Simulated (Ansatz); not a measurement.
# Ga2SeS3: properties of a relaxed candidate

The task, for Ga2SeS3: see whether it has a gap, which orbitals make up the states near it and how charge is shared.

Method: DFT PBE, scalar-relativistic, plane waves, PAW, in Ansatz 0.2.0.

1 further run of the same task is left out (it didn't finish).

## 1. The starting structure

Symmetry: P4/mmm, No. 123, tetragonal system. The conventional cell has a = 4.726 Å, b = 4.726 Å, c = 7.610 Å, α = 90.00°, β = 90.00°, γ = 90.00°. Ga (site symmetry 4mm) is surrounded by 1 Se at 2.36 Å. Around Se (site symmetry 4/mmm) lie 2 Ga at 2.36 Å. S (site symmetry mmm) has 2 S at 2.36 Å as nearest neighbours. S (site symmetry 4/mmm) has 4 S at 2.36 Å as nearest neighbours.

Structure file:

```
CELL_PARAMETERS angstrom
4.72601 0.00000 0.00000
0.00000 4.72601 0.00000
0.00000 0.00000 7.61028
ATOMIC_POSITIONS crystal
Ga 0.50000 0.50000 0.69043
Ga 0.50000 0.50000 0.30957
Se 0.50000 0.50000 0.00000
S 0.50000 0.00000 0.50000
S 0.00000 0.50000 0.50000
S 0.00000 0.00000 0.50000
```

The cell was relaxed beforehand at this level, from a generated guess; it is a trial structure. At a tolerance of 0.05 Å it has space group P4/mmm (No. 123); it has 28.33 Å³/atom, an uncorrected energy of +0.09 eV/atom over the elements.

## 2. Bands, states and charges

The input, input.yaml:

```yaml
crystal:
  lattice:
    - [4.7260066768, 0.0, 0.0]
    - [0.0, 4.7260066768, 0.0]
    - [0.0, 0.0, 7.6102793633]
  atoms:
    - { symbol: Ga, position: [0.5, 0.5, 0.6904299808] }
    - { symbol: Ga, position: [0.5, 0.5, 0.3095700192] }
    - { symbol: Se, position: [0.5, 0.5, 0.0] }
    - { symbol: S, position: [0.5, 0.0, 0.5] }
    - { symbol: S, position: [0.0, 0.5, 0.5] }
    - { symbol: S, position: [0.0, 0.0, 0.5] }
basis:
  ecutwfc: 420
kpoints:
  mp_grid: { grid: [8, 8, 6] }
  band_path:
    path:
      - [[0.0, 0.0, 0.0], [0.0, 0.5, 0.0], [0.5, 0.5, 0.0], [0.0, 0.0, 0.0], [0.0, 0.0, 0.5], [0.0, 0.5, 0.5], [0.5, 0.5, 0.5], [0.0, 0.0, 0.5]]
      - [[0.0, 0.5, 0.0], [0.0, 0.5, 0.5]]
      - [[0.5, 0.5, 0.0], [0.5, 0.5, 0.5]]
    npoints: 14
hamiltonian:
  xc: pbe
scf:
  occupations: { method: gaussian, width: 0.1 }
  n_extra_bands: 15
output:
  forces: true
  stress: true
  eigenvalues: true
  populations: true
  dos: { projected: true, de: 0.02, nscf_kmesh: { grid: [10, 10, 8] } }
  bader: true
  write_density: true
  write_potential: true
  elf: true
  volumetric_format: npy
```

On the command line:

```console
$ ansatz run input.yaml --threads 1 --pin off --max-ram 2560MiB --backend cpu --events-out ev --progress --plain --runs-dir out
```

**Question.** What will these runs give? Wanted: gap; states at the Fermi level; Bader charges.

**Answer**, as computed:

```
                 quantity                                   value
                      gap                            none (metal)
states at the Fermi level                    2.24 per eV per cell
            Bader charges  Ga +0.84, Se -0.67, S -0.46 to -0.07 e
```

In words: Bands cross the Fermi level: a metal at this level of theory. Of the projected weight within 0.25 eV of the Fermi level, the largest part is S 3p (43 %) and Se 4p (32 %). Bader charges reach 0.8 e, so charge transfer in this metal is moderate. The final runs have no spin polarisation, so no magnetic state was tried and one may lie lower.
